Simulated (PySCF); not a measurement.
# Se2⁺: changing the method

Starting from one script, swap the method and compare what comes out for Se2⁺.

Computed with PySCF 2.14.0. Level: method and basis as typed in the scripts.

3 further runs of the same task are left out: 3 that didn't finish.

### Step 1. The starting structure

Se2⁺: 2 atoms, charge 1, spin multiplicity 2.

Bond lengths: Se1–Se2 2.330 Å.

### Step 2. Base script

The input, input.py:

```python
from pyscf import gto, scf

mol = gto.M(
    atom='Se 0 0 0; Se 0 0 2.33',
    basis='cc-pvdz',
    charge=1,
    spin=1,
    verbose=4,
)
mf = scf.ROHF(mol)
mf.kernel()
mf.nuc_grad_method().kernel()
mf.dip_moment()
print('orbital energies (hartree):', mf.mo_energy[..., max(0, mol.nelec[1]-3):mol.nelec[0]+3].round(4))
```

The run is started by

```console
OMP_NUM_THREADS=1 python input.py
```

### Step 3. UHF

Run 1 changes SCF type: ROHF → UHF.

The input, input.py:

```python
from pyscf import gto, scf

mol = gto.M(
    atom='Se 0 0 0; Se 0 0 2.33',
    basis='cc-pvdz',
    charge=1,
    spin=1,
    verbose=4,
)
mf = scf.UHF(mol)
mf.kernel()
mf.nuc_grad_method().kernel()
mf.dip_moment()
print('orbital energies (hartree):', [e[max(0, n-3):n+3].round(4) for e, n in zip(mf.mo_energy, mol.nelec)])
```

### Step 4. Bhandhlyp (ROKS)

Run 2 changes functional: none (Hartree–Fock) → bhandhlyp; SCF type: ROHF → ROKS; step after the SCF: gradient → analyze.

The input, input.py:

```python
from pyscf import gto, dft

mol = gto.M(
    atom='Se 0 0 0; Se 0 0 2.33',
    basis='cc-pvdz',
    charge=1,
    spin=1,
    verbose=4,
)
mf = dft.ROKS(mol, xc='bhandhlyp')
mf.kernel()
mf.analyze()
print('orbital energies (hartree):', mf.mo_energy[..., max(0, mol.nelec[1]-3):mol.nelec[0]+3].round(4))
```

### Step 5. MP2 (UHF)

Run 3 changes step after the SCF: gradient → mp2; SCF type: ROHF → UHF; frozen orbitals: none → 18.

The input, input.py:

```python
from pyscf import gto, scf, mp

mol = gto.M(
    atom='Se 0 0 0; Se 0 0 2.33',
    basis='cc-pvdz',
    charge=1,
    spin=1,
    verbose=4,
)
mf = scf.UHF(mol)
mf.kernel()
mp.MP2(mf, frozen=18).kernel()
mf.dip_moment()
print('orbital energies (hartree):', [e[max(0, n-3):n+3].round(4) for e, n in zip(mf.mo_energy, mol.nelec)])
```

### Step 6. Polarisability (UHF)

Run 4 changes step after the SCF: gradient → polarizability; SCF type: ROHF → UHF.

The input, input.py:

```python
from pyscf import gto, scf
from pyscf.prop.polarizability import uhf as pol

mol = gto.M(
    atom='Se 0 0 0; Se 0 0 2.33',
    basis='cc-pvdz',
    charge=1,
    spin=1,
    verbose=4,
)
mf = scf.UHF(mol)
mf.kernel()
print('polarizability (a.u.)')
print(pol.Polarizability(mf).polarizability().round(4))
mf.dip_moment()
print('orbital energies (hartree):', [e[max(0, n-3):n+3].round(4) for e, n in zip(mf.mo_energy, mol.nelec)])
```

What does the calculation give? Wanted: for each run, E(SCF); from base; gap, α spin; after the SCF.

**Answer**, as computed:

```
                 run  E(SCF) (hartree)  from base (eV)  cycles  gap, α spin (eV)                           after the SCF
                base      -4799.269485               0       8               n/a                                     n/a
                 UHF      -4799.274727         -0.1426       9              8.01                                     n/a
    bhandhlyp (ROKS)      -4802.662647  not comparable       7               n/a                                     n/a
           MP2 (UHF)      -4799.274727         -0.1426       9              8.01  MP2 correlation -7.713 eV, core frozen
polarisability (UHF)      -4799.274727         -0.1426       9              8.01                                     n/a
```

In words: A lower total energy from another functional means nothing by itself.
